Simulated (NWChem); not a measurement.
# C7H16 (3,3-dimethylpentane) at 4 levels

Aim: a comparison of 4 runs (HF/STO-3G, HF/3-21G, B3LYP/6-31G*) of C7H16 (3,3-dimethylpentane). 

The calculation is run with NWChem 7.3.0.

## Step 1: The molecule

The species is C7H16 (23 atoms), meant as a singlet with charge 0. As SMILES, `CCC(C)(C)CC`. The shape is that of a PBE0-D4/def2-TZVP optimisation. This is one conformer, not always the lowest.

Some bond lengths: C1–C2 1.520 Å, C2–C3 1.536 Å, C3–C4 1.527 Å, C3–C5 1.527 Å, C3–C6 1.536 Å, C6–C7 1.520 Å, C1–H8 1.092 Å, C1–H9 1.092 Å, C1–H10 1.093 Å, C2–H11 1.095 Å, C2–H12 1.096 Å, C4–H13 1.093 Å, C4–H14 1.094 Å, C4–H15 1.094 Å, C5–H16 1.094 Å, C5–H17 1.093 Å. Some angles: C1–C2–C3 116.2°, C2–C3–C4 108.1°, C2–C3–C5 110.2°, C2–C3–C6 111.9°, C4–C3–C5 108.3°, C4–C3–C6 110.2°, C5–C3–C6 108.1°, C3–C6–C7 116.2°, C1–C2–H11 109.1°, C1–C2–H12 109.2°.

## Step 2: Energy and forces at HF/STO-3G (run 1)

Contents of input.nw:

```
start input
memory 2200 mb

geometry units bohr noautosym nocenter noautoz
C     -1.35739028     2.30508793     3.24541565
C      0.91406053     1.00249971     2.06660449
C      0.68049038     0.31388351    -0.74417415
C      3.08478893    -1.07582108    -1.52841049
C      0.45372324     2.70646576    -2.34099272
C     -1.64859707    -1.33981582    -1.26309294
C     -1.83416818    -3.77680663     0.24434159
H     -1.81772756     4.07387158     2.28600169
H     -0.98549217     2.75918911     5.22471479
H     -3.04151420     1.11115896     3.19684969
H      1.33962685    -0.71771798     3.13637845
H      2.58023205     2.21570388     2.27919868
H      3.39168045    -2.77657459    -0.39854324
H      4.73962209     0.13776103    -1.28236815
H      3.00277481    -1.63631385    -3.51640237
H      2.05942353     3.96823589    -2.01936134
H     -1.27480924     3.75280711    -1.91561537
H      0.41347208     2.23686881    -4.35336207
H     -3.35029545    -0.20824782    -0.93446957
H     -1.66144721    -1.78824783    -3.28604476
H     -1.95586654    -3.41983737     2.27447436
H     -3.52301641    -4.83467532    -0.29404138
H     -0.20957063    -5.00928601    -0.07691185
end

basis "ao basis" spherical bse
C library STO-3G
H library STO-3G
end

scf
thresh 1e-08
maxiter 80
end

task scf gradient
```

Run with:

```bash
nwchem input.nw > input.out
```

The log of the run:

```text
[...]
  functions       =    51
[...]
  wavefunction    = RHF
[...]
         Total SCF energy =   -271.196458535878
      One-electron energy =  -1048.996571604866
      Two-electron energy =    433.665288198892
 Nuclear repulsion energy =    344.134824870096
        Time for solution =      8.7s
[...]
                         RHF ENERGY GRADIENTS
    atom               coordinates                        gradient
                 x          y          z           x          y          z
   1 C      -1.357390   2.305088   3.245416    0.021618  -0.012141  -0.010958
   2 C       0.914061   1.002500   2.066604   -0.025070   0.005041  -0.014919
   3 C       0.680490   0.313884  -0.744174    0.002833   0.001355  -0.003215
   4 C       3.084789  -1.075821  -1.528410   -0.024336   0.012710   0.008071
   5 C       0.453723   2.706466  -2.340993    0.001609  -0.023291   0.016814
   6 C      -1.648597  -1.339816  -1.263093    0.019720  -0.007491   0.020817
   7 C      -1.834168  -3.776807   0.244342    0.001444   0.022858  -0.014407
   8 H      -1.817728   4.073872   2.286002   -0.002388   0.005668  -0.002652
   9 H      -0.985492   2.759189   5.224715   -0.000566   0.001830   0.005461
  10 H      -3.041514   1.111159   3.196850   -0.006255  -0.003411  -0.000008
  11 H       1.339627  -0.717718   3.136378    0.002807  -0.005973   0.003003
[...]
```

It took 11 s on 1 thread of Intel Xeon Platinum 8488C (Sapphire Rapids), shared host; peak memory 0.098 GiB.

## Step 3: Energy and gradient at HF/3-21G (run 2)

Contents of input.xyz:

```xyz
23

C     -0.718300     1.219800     1.717400
C      0.483700     0.530500     1.093600
C      0.360100     0.166100    -0.393800
C      1.632400    -0.569300    -0.808800
C      0.240100     1.432200    -1.238800
C     -0.872400    -0.709000    -0.668400
C     -0.970600    -1.998600     0.129300
H     -0.961900     2.155800     1.209700
H     -0.521500     1.460100     2.764800
H     -1.609500     0.588000     1.691700
H      0.708900    -0.379800     1.659700
H      1.365400     1.172500     1.206100
H      1.794800    -1.469300    -0.210900
H      2.508100     0.072900    -0.678600
H      1.589000    -0.865900    -1.860800
H      1.089800     2.099900    -1.068600
H     -0.674600     1.985900    -1.013700
H      0.218800     1.183700    -2.303700
H     -1.772900    -0.110200    -0.494500
H     -0.879200    -0.946300    -1.738900
H     -1.035000    -1.809700     1.203600
H     -1.864300    -2.558400    -0.155600
H     -0.110900    -2.650800    -0.040700
```

Contents of input.nw:

```
echo
START input
memory total 2200 mb
charge 0

GEOMETRY noautosym nocenter noautoz
load format xyz input.xyz
END

BASIS spherical bse
* library 3-21G
END

SCF
thresh 1e-08
maxiter 80
END

TASK scf gradient
```

Run with:

```bash
nwchem input.nw > input.out
```

The log of the run:

```text
[...]
  functions       =    95
[...]
  wavefunction    = RHF
[...]
         Total SCF energy =   -272.886526578562
      One-electron energy =  -1049.226030417167
      Two-electron energy =    432.204654143972
 Nuclear repulsion energy =    344.134849694633
        Time for solution =     12.4s
[...]
                         RHF ENERGY GRADIENTS
    atom               coordinates                        gradient
                 x          y          z           x          y          z
   1 C      -1.357390   2.305088   3.245415    0.015141  -0.008400  -0.006596
   2 C       0.914060   1.002500   2.066604   -0.016965   0.004881  -0.007490
   3 C       0.680490   0.313883  -0.744174    0.002137   0.001015  -0.002419
   4 C       3.084789  -1.075821  -1.528410   -0.013349   0.007678   0.004463
   5 C       0.453723   2.706466  -2.340993    0.001111  -0.013391   0.008941
   6 C      -1.648597  -1.339816  -1.263093    0.011532  -0.007374   0.013457
   7 C      -1.834168  -3.776806   0.244342    0.000064   0.015473  -0.010135
   8 H      -1.817727   4.073871   2.286002   -0.001995   0.005052  -0.002805
   9 H      -0.985492   2.759189   5.224714    0.000305   0.001259   0.004879
  10 H      -3.041514   1.111159   3.196849   -0.005424  -0.003116  -0.000255
  11 H       1.339627  -0.717718   3.136378    0.002089  -0.005443   0.003164
[...]
```

It took 15 s on 1 thread of Intel Xeon Platinum 8488C (Sapphire Rapids), shared host; peak memory 0.098 GiB.

## Step 4: Energy and forces at B3LYP/6-31G(d) (Cartesian functions) (run 3)

Contents of c7h16.nw:

```
start c7h16
title "C7H16 B3LYP"
memory 2200 mb

geometry noautosym nocenter noautoz
C     -0.718300     1.219800     1.717400
C      0.483700     0.530500     1.093600
C      0.360100     0.166100    -0.393800
C      1.632400    -0.569300    -0.808800
C      0.240100     1.432200    -1.238800
C     -0.872400    -0.709000    -0.668400
C     -0.970600    -1.998600     0.129300
H     -0.961900     2.155800     1.209700
H     -0.521500     1.460100     2.764800
H     -1.609500     0.588000     1.691700
H      0.708900    -0.379800     1.659700
H      1.365400     1.172500     1.206100
H      1.794800    -1.469300    -0.210900
H      2.508100     0.072900    -0.678600
H      1.589000    -0.865900    -1.860800
H      1.089800     2.099900    -1.068600
H     -0.674600     1.985900    -1.013700
H      0.218800     1.183700    -2.303700
H     -1.772900    -0.110200    -0.494500
H     -0.879200    -0.946300    -1.738900
H     -1.035000    -1.809700     1.203600
H     -1.864300    -2.558400    -0.155600
H     -0.110900    -2.650800    -0.040700
end

basis
* library 6-31G*
end

dft
xc b3lyp
grid fine
convergence energy 1e-08
iterations 100
mulliken
print low
end

task dft gradient
```

Run with:

```bash
nwchem c7h16.nw > c7h16.out
```

The log of the run:

```text
[...]
 d= 0,ls=0.0,diis     1   -276.3193979493 -6.20D+02  5.89D-03  7.49D-01     7.6
[...]
 d= 0,ls=0.0,diis     8   -276.3932986562 -1.11D-09  8.77D-07  1.34D-08    54.4
         Total DFT energy =     -276.393298656199
      One electron energy =    -1052.360244216373
           Coulomb energy =      475.883578426011
    Exchange-Corr. energy =      -44.051482560470
 Nuclear repulsion energy =      344.134849694633
[...]
      Total Density - Mulliken Population Analysis
     ---------------------------------------------
    Atom       Charge   Shell Charges
 -----------   ------   -------------------------------------------------------
    1 C    6     6.46   1.99  0.68  2.13  0.63  1.00  0.03
    2 C    6     6.25   1.99  0.68  2.11  0.59  0.85  0.03
    3 C    6     5.89   1.99  0.68  2.07  0.52  0.60  0.02
    4 C    6     6.45   1.99  0.68  2.13  0.63  0.99  0.03
    5 C    6     6.45   1.99  0.68  2.13  0.63  0.99  0.03
    6 C    6     6.25   1.99  0.68  2.11  0.59  0.85  0.03
    7 C    6     6.46   1.99  0.68  2.13  0.63  1.00  0.03
    8 H    1     0.85   0.53  0.33
    9 H    1     0.86   0.53  0.33
   10 H    1     0.85   0.53  0.32
[...]
                         DFT ENERGY GRADIENTS
    atom               coordinates                        gradient
                 x          y          z           x          y          z
   1 C      -1.357390   2.305088   3.245415    0.003249  -0.002297  -0.003101
   2 C       0.914060   1.002500   2.066604   -0.004006   0.000576  -0.002647
   3 C       0.680490   0.313883  -0.744174   -0.000044   0.000007  -0.000028
   4 C       3.084789  -1.075821  -1.528410   -0.004221   0.002160   0.001434
   5 C       0.453723   2.706466  -2.340993    0.000205  -0.004083   0.002970
   6 C      -1.648597  -1.339816  -1.263093    0.003282  -0.000884   0.003469
   7 C      -1.834168  -3.776806   0.244342    0.001256   0.004427  -0.001930
   8 H      -1.817727   4.073871   2.286002    0.000775  -0.002021   0.000606
   9 H      -0.985492   2.759189   5.224714   -0.000235  -0.000734  -0.002449
  10 H      -3.041514   1.111159   3.196849    0.001912   0.000832  -0.000295
  11 H       1.339627  -0.717718   3.136378   -0.000444   0.001198  -0.001727
[...]
```

Wall time 68 s (1 thread of Intel Xeon Platinum 8488C (Sapphire Rapids), shared host); peak memory 0.14 GiB.

## Step 5: Energy and forces at B3LYP/6-31G(d) (spherical functions) (run 4)

Contents of a.xyz:

```xyz
23
C7H16 gradient
C     -0.718300     1.219800     1.717400
C      0.483700     0.530500     1.093600
C      0.360100     0.166100    -0.393800
C      1.632400    -0.569300    -0.808800
C      0.240100     1.432200    -1.238800
C     -0.872400    -0.709000    -0.668400
C     -0.970600    -1.998600     0.129300
H     -0.961900     2.155800     1.209700
H     -0.521500     1.460100     2.764800
H     -1.609500     0.588000     1.691700
H      0.708900    -0.379800     1.659700
H      1.365400     1.172500     1.206100
H      1.794800    -1.469300    -0.210900
H      2.508100     0.072900    -0.678600
H      1.589000    -0.865900    -1.860800
H      1.089800     2.099900    -1.068600
H     -0.674600     1.985900    -1.013700
H      0.218800     1.183700    -2.303700
H     -1.772900    -0.110200    -0.494500
H     -0.879200    -0.946300    -1.738900
H     -1.035000    -1.809700     1.203600
H     -1.864300    -2.558400    -0.155600
H     -0.110900    -2.650800    -0.040700
```

Contents of a.nw:

```
start a
title "C7H16 gradient"
memory total 2200 mb

geometry noautosym nocenter noautoz
load a.xyz
end

basis "ao basis" spherical bse
* library 6-31G*
end

dft
xc b3lyp
grid fine
convergence energy 1e-08
maxiter 100
mulliken
end

task dft gradient
```

Run with:

```bash
nwchem a.nw > a.out
```

The log of the run:

```text
[...]
          Wavefunction type:  closed shell.
          No. of atoms     :    23
          No. of electrons :    58
[...]
          Charge           :     0
          Spin multiplicity:     1
[...]
          AO basis - number of functions:   130
[...]
              XC Information
              --------------
                         B3LYP Method XC Potential
                     Hartree-Fock (Exact) Exchange  0.200
                        Slater Exchange Functional  0.800 local
                    Becke 1988 Exchange Functional  0.720 non-local
              Lee-Yang-Parr Correlation Functional  0.810
                  VWN I RPA Correlation Functional  0.190 local
[...]
 d= 0,ls=0.0,diis     1   -276.3177185401 -6.20D+02  6.13D-03  5.58D-01     8.8
[...]
 d= 0,ls=0.0,diis     8   -276.3885100236 -1.06D-09  8.34D-07  1.14D-08    59.8
         Total DFT energy =     -276.388510023556
      One electron energy =    -1052.415983854262
           Coulomb energy =      476.005537936923
    Exchange-Corr. energy =      -44.112913800850
 Nuclear repulsion energy =      344.134849694633
[...]
  wavefunction    = closed shell
                         DFT ENERGY GRADIENTS
    atom               coordinates                        gradient
                 x          y          z           x          y          z
   1 C      -1.357390   2.305088   3.245415    0.003360  -0.002359  -0.003147
   2 C       0.914060   1.002500   2.066604   -0.004125   0.000610  -0.002698
   3 C       0.680490   0.313883  -0.744174   -0.000025   0.000016  -0.000049
   4 C       3.084789  -1.075821  -1.528410   -0.004301   0.002206   0.001463
   5 C       0.453723   2.706466  -2.340993    0.000210  -0.004163   0.003023
   6 C      -1.648597  -1.339816  -1.263093    0.003361  -0.000936   0.003562
   7 C      -1.834168  -3.776806   0.244342    0.001255   0.004541  -0.002004
   8 H      -1.817727   4.073871   2.286002    0.000779  -0.002056   0.000637
   9 H      -0.985492   2.759189   5.224714   -0.000253  -0.000740  -0.002494
  10 H      -3.041514   1.111159   3.196849    0.001944   0.000865  -0.000289
  11 H       1.339627  -0.717718   3.136378   -0.000442   0.001224  -0.001734
[...]
```

It took 75 s on 1 thread of Intel Xeon Platinum 8488C (Sapphire Rapids), shared host; peak memory 0.13 GiB.

## Step 6: All runs side by side

```
run                               level  Cartesian functions  iteration cap  energy (Eh)  dipole moment (D)  HOMO energy (eV)  LUMO energy (eV)  wall time
  1                           HF/STO-3G                   no             80  -271.196459               0.00            -10.63             15.54       11 s
  2                            HF/3-21G                   no             80  -272.886527               0.03            -11.58              6.50       15 s
  3  B3LYP/6-31G* (Cartesian functions)                  yes            100  -276.393299                  –                 –                 –       68 s
  4  B3LYP/6-31G* (spherical functions)                   no            100  -276.388510               0.05             -8.10              2.11       75 s
```

## Step 7: Results

| quantity | value |
| --- | --- |
| run 4: total energy | -276.38851 Eh |
| run 4: dipole moment | 0.05 D |
| run 4: HOMO energy | -8.10 eV |
| run 4: LUMO energy | 2.11 eV |
| run 4: HOMO–LUMO gap | 10.20 eV |
| run 4: largest force on an atom | 0.266 eV/Å |

**Reading.** Over runs 1, 2, 4 the dipole moment (its size) runs from 0.00 D (HF/STO-3G) to 0.05 D (B3LYP/6-31G*). The two ends differ in method and basis. Over runs 1, 2, 4 the HOMO–LUMO gap runs from 10.20 eV (B3LYP/6-31G*) to 26.17 eV (HF/STO-3G). In run 1 the basis is minimal, so the values are rough. All runs together took 2.8 min, the longest 75 s.
